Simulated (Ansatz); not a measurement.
# Si3Ge4S14: the cost of one run

Program: Ansatz 0.2.0. Level of theory: DFT PBE+D3(BJ), scalar-relativistic, plane waves, PAW. These are calculated values, not measurements.

## (1) Starting point

The cell holds 21 atoms (Ge4S14Si3): a = 8.028 Å, b = 8.035 Å, c = 8.401 Å, α = 90.53°, β = 94.44°, γ = 86.98°.

3 Si, 14 S, 4 Ge were thrown into a skewed cell at random, at 0.96 times a reference volume of the solid, and pushed apart as soft spheres.

Coordinates:

```xyz
21
Lattice="8.0189 0.2111 -0.3180 0.2111 8.0318 -0.0336 -0.3180 -0.0336 8.3954" Properties=species:S:1:pos:R:3 pbc="T T T"
Si    6.4144    3.9794    5.7429
Si    0.1181    7.4994    6.5875
Si    1.2066    3.1798    1.9706
S     4.0286    7.5623    3.2471
S     5.9525    5.3153    7.2303
S     0.2638    2.7668    8.3528
S     4.8541    7.5704    0.4351
S     3.0334    5.2710    1.3688
S     3.8703    4.1952    5.5665
S     4.0667    0.1683    6.0834
S     5.8721    3.7543    2.0509
S     2.8665    2.6346    3.0658
S     6.6563    1.1844    5.5080
S     1.2162    0.6288    4.5349
S     1.9561    6.5466    6.6094
S     6.6105    6.5174    4.6009
S     0.2692    3.3187    4.5388
Ge    5.1756    1.5668    3.6965
Ge    2.7333    5.7626    3.6863
Ge    6.7310    1.1685    0.5080
Ge    3.3841    3.7649    7.9027
```

## (2) Stage at 1800 K

The cutoff is lowered while the worst contacts of the packing are taken out. One k point, a Fermi-Dirac width of 0.155 eV and a fixed cell.

input.yaml reads:

```yaml
crystal:
  lattice:
    - [8.018879, 0.211149, -0.317974]
    - [0.211149, 8.031819, -0.033578]
    - [-0.317974, -0.033578, 8.395355]
  atoms:
    - { symbol: Si, position: [0.8157842041, 0.4769989985, 0.7168610994] }
    - { symbol: Si, position: [0.0213590094, 0.9364527129, 0.7892128524] }
    - { symbol: Si, position: [0.1497118691, 0.3929768353, 0.2419639372] }
    - { symbol: S, position: [0.4941235953, 0.9302650381, 0.409209534] }
    - { symbol: S, position: [0.7607110362, 0.6455179517, 0.8926231824] }
    - { symbol: S, position: [0.0633684668, 0.3469845228, 0.998720253] }
    - { symbol: S, position: [0.5839862533, 0.9275208514, 0.0776513649] }
    - { symbol: S, position: [0.3683616063, 0.6473293503, 0.179580978] }
    - { symbol: S, position: [0.4962772489, 0.512133229, 0.6838881099] }
    - { symbol: S, position: [0.5364247773, 0.0099648706, 0.7449715615] }
    - { symbol: S, position: [0.7313086653, 0.4493415253, 0.27378011] }
    - { symbol: S, position: [0.3641161681, 0.3200325818, 0.3802488981] }
    - { symbol: S, position: [0.8540282838, 0.1278925996, 0.68893778] }
    - { symbol: S, position: [0.1713507048, 0.076064725, 0.5469606544] }
    - { symbol: S, position: [0.2542945026, 0.8117412398, 0.8001475763] }
    - { symbol: S, position: [0.8266100705, 0.7921492955, 0.5825069858] }
    - { symbol: S, position: [0.0442369856, 0.4143046286, 0.5439670038] }
    - { symbol: Ge, position: [0.6591769409, 0.179687201, 0.4659856976] }
    - { symbol: Ge, position: [0.3401812755, 0.7104261515, 0.4548109571] }
    - { symbol: Ge, position: [0.8398087964, 0.1237943718, 0.0928123438] }
    - { symbol: Ge, position: [0.447953123, 0.4609824533, 0.9601295416] }
  symmetry: { detect: false }
basis:
  ecutwfc: 320
kpoints:
  mp_grid: { grid: [1, 1, 1], shift: [0.25, 0.25, 0.25] }
hamiltonian:
  xc: pbe
  dispersion: d3bj
scf:
  occupations: { method: fermi_dirac, width: 0.1551 }
  lower_state_search: "off"
  convergence: { dr2_threshold: 1.0e-06 }
output:
  forces: true
  stress: true
md:
  timestep: 3.0
  n_steps: 24
  ensemble: nvt_langevin
  friction: 0.03
  temperature: 1800.0
  initial_velocities: maxwell_boltzmann
  seed: 31532
```

The run is started by

```console
ansatz run input.yaml --threads 2 --pin off --max-ram 5120MiB --backend cpu --events-out ev --progress --plain --runs-dir out
```

Q: Estimate wall time and peak memory on 2 threads of Intel Xeon Platinum 8259CL at 2.50GHz (Skylake/Cascade Lake), shared host.

About 96 s, with a peak of 0.67 GiB.
